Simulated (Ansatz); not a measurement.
## C2H6BNSi, SMILES B[SiH]1NC1=C: a geometry optimisation, step by step

With the Python package of Ansatz (0.2.0).

Run as a notebook:

```python
import ansatz as az
import numpy as np
```

```python
GEOMETRY = """
B    -2.04320    0.33610   -0.18410
Si   -0.59410   -0.64250    0.48420
N     0.47070    0.36050    1.29780
C     1.00090   -0.10940   -0.09910
C     1.82590   -0.13540   -1.08600
H    -2.97070    0.70810    0.52750
H    -2.08150    0.72390   -1.32260
H    -0.64870   -1.96170    1.07760
H     0.73270    0.92400    2.21250
H     1.63580   -0.68300   -1.95270
H     2.73760    0.42240   -0.93430
"""

c2h6bnsi = az.Crystal.molecule()
for line in GEOMETRY.strip().splitlines():
    symbol, *xyz = line.split()
    c2h6bnsi = c2h6bnsi.atom(symbol, [float(v) for v in xyz])

calc = c2h6bnsi.calculation()
calc = calc.basis(gaussian="def2-SVP")
calc = calc.functional("pbe")
symbols = [site.symbol for site in c2h6bnsi.cartesian_sites]
start = np.array([site.position_ang for site in c2h6bnsi.cartesian_sites], dtype=float)
def progress(event):
    if event["event"] == "relax_step":
        row = event["data"]
        print(f"step {row['step']:3d}  E = {row['lagrangian_ev']:.6f} eV  max force {row['allowed_force_max_ev_ang']:.4f} eV/A")
```

```python
data = calc.relax(force_tolerance=0.005, max_steps=100).session().plan().execute(on_event=progress).report
end = np.array(data["positions_ang"])
```

    step   1  E = -12195.608782 eV  max force 4.1046 eV/A
    step   2  E = -12196.667067 eV  max force 1.8082 eV/A
    step   3  E = -12197.030572 eV  max force 1.1984 eV/A
    step   4  E = -12197.114655 eV  max force 0.3243 eV/A
    step   5  E = -12197.133543 eV  max force 0.5860 eV/A
    step   6  E = -12197.179940 eV  max force 0.2794 eV/A
    step   7  E = -12197.202320 eV  max force 0.5491 eV/A
    step   8  E = -12197.219253 eV  max force 1.7290 eV/A
    step   9  E = -12197.287667 eV  max force 0.6458 eV/A
    step  10  E = -12197.324103 eV  max force 0.2522 eV/A
    step  11  E = -12197.328869 eV  max force 0.4788 eV/A
    step  12  E = -12197.349802 eV  max force 0.2888 eV/A
    step  13  E = -12197.367546 eV  max force 0.1456 eV/A
    step  14  E = -12197.369387 eV  max force 0.1558 eV/A
    step  15  E = -12197.373710 eV  max force 0.0633 eV/A
    step  16  E = -12197.374325 eV  max force 0.0472 eV/A
    step  17  E = -12197.374593 eV  max force 0.0312 eV/A
    step  18  E = -12197.374713 eV  max force 0.0289 eV/A
    step  19  E = -12197.374823 eV  max force 0.0223 eV/A
    step  20  E = -12197.374836 eV  max force 0.0114 eV/A
    step  21  E = -12197.374852 eV  max force 0.0032 eV/A

```python
for key in ("converged", "free_energy_ev", "reference_energy_ev", "n_frozen", "n_occupied", "n_virtual"):
    print(f"{key:22s} {data[key]}")
```

    converged              True
    free_energy_ev         -12197.37489055954
    reference_energy_ev    -12197.37489055954
    n_frozen               0
    n_occupied             [22, 22]
    n_virtual              [82, 82]

```python
print("bond        before    after (A)")
for i, j in [(0, 1), (0, 5), (0, 6), (1, 2), (1, 3), (1, 7), (2, 3), (2, 8), (3, 4), (4, 9), (4, 10)]:
    d0, d1 = (np.linalg.norm(xyz[i] - xyz[j]) for xyz in (start, end))
    print(f"{symbols[i]}{i}-{symbols[j]}{j}".ljust(10), f"{d0:8.4f} {d1:8.4f}")
for i, j, k in [(1, 0, 5), (1, 0, 6), (5, 0, 6), (0, 1, 2), (0, 1, 3), (0, 1, 7), (2, 1, 3), (2, 1, 7)]:
    u, v = end[i] - end[j], end[k] - end[j]
    print(f"angle {symbols[i]}{i}-{symbols[j]}{j}-{symbols[k]}{k}: {np.degrees(np.arccos(np.clip(u @ v / np.linalg.norm(u) / np.linalg.norm(v), -1, 1))):.2f} deg")
```

    bond        before    after (A)
    B0-Si1       1.8719   1.9604
    B0-H5        1.2268   1.2157
    B0-H6        1.2033   1.2163
    Si1-N2       1.6738   1.8151
    Si1-C3       1.7800   1.8845
    Si1-H7       1.4475   1.4982
    N2-C3        1.5663   1.3768
    N2-H8        1.1058   1.0294
    C3-C4        1.2866   1.3459
    C4-H9        1.0427   1.0985
    C4-H10       1.0795   1.1038
    angle Si1-B0-H5: 123.19 deg
    angle Si1-B0-H6: 117.43 deg
    angle H5-B0-H6: 119.30 deg
    angle B0-Si1-N2: 118.68 deg
    angle B0-Si1-C3: 110.18 deg
    angle B0-Si1-H7: 126.72 deg
    angle N2-Si1-C3: 43.65 deg
    angle N2-Si1-H7: 111.04 deg

```python
charges = data["charge_distribution"]
print("dipole moment", round(4.803205 * float(np.linalg.norm(charges["dipole_moment_e_ang"])), 3), "D")
print("Mulliken:", [(s, round(q, 3)) for s, q in zip(symbols, charges["mulliken_charges_e"])])
with open("c2h6bnsi_opt.xyz", "w") as handle:
    handle.write(f"{len(symbols)}\nrelaxed C2H6BNSi\n")
    handle.writelines(f"{s:2s} {x:11.6f} {y:11.6f} {z:11.6f}\n" for s, (x, y, z) in zip(symbols, end))
```

    dipole moment 0.924 D
    Mulliken: [('B', -0.107), ('Si', 0.24), ('N', -0.252), ('C', 0.009), ('C', -0.125), ('H', 0.025), ('H', 0.011), ('H', -0.024), ('H', 0.147), ('H', 0.042), ('H', 0.035)]

`c2h6bnsi_opt.xyz`, as written:
```text
11
relaxed C2H6BNSi
B    -2.149626    0.362589   -0.122284
Si   -0.711345   -0.644902    0.749146
N     0.787409    0.242124    1.260574
C     0.949497   -0.212072   -0.029002
C     1.828203   -0.163063   -1.047237
H    -3.215556   -0.132761   -0.432863
H    -1.925099    1.522196   -0.412669
H    -0.845584   -1.942990    1.484980
H     0.935549    1.231151    1.504682
H     1.599871   -0.641505   -2.009326
H     2.812081    0.322231   -0.925202
```

Total energies depend on the basis set; only differences at equal settings carry meaning. The end point is the stationary point reached from this start; no frequency run checks that it is a minimum, and the basis set is modest. Hardware and time: 71 s on 1 thread of Arm Neoverse V2 (shared host), peak memory 0.22 GiB.

(Lines on the test bed's own set-up are left out of the output.)
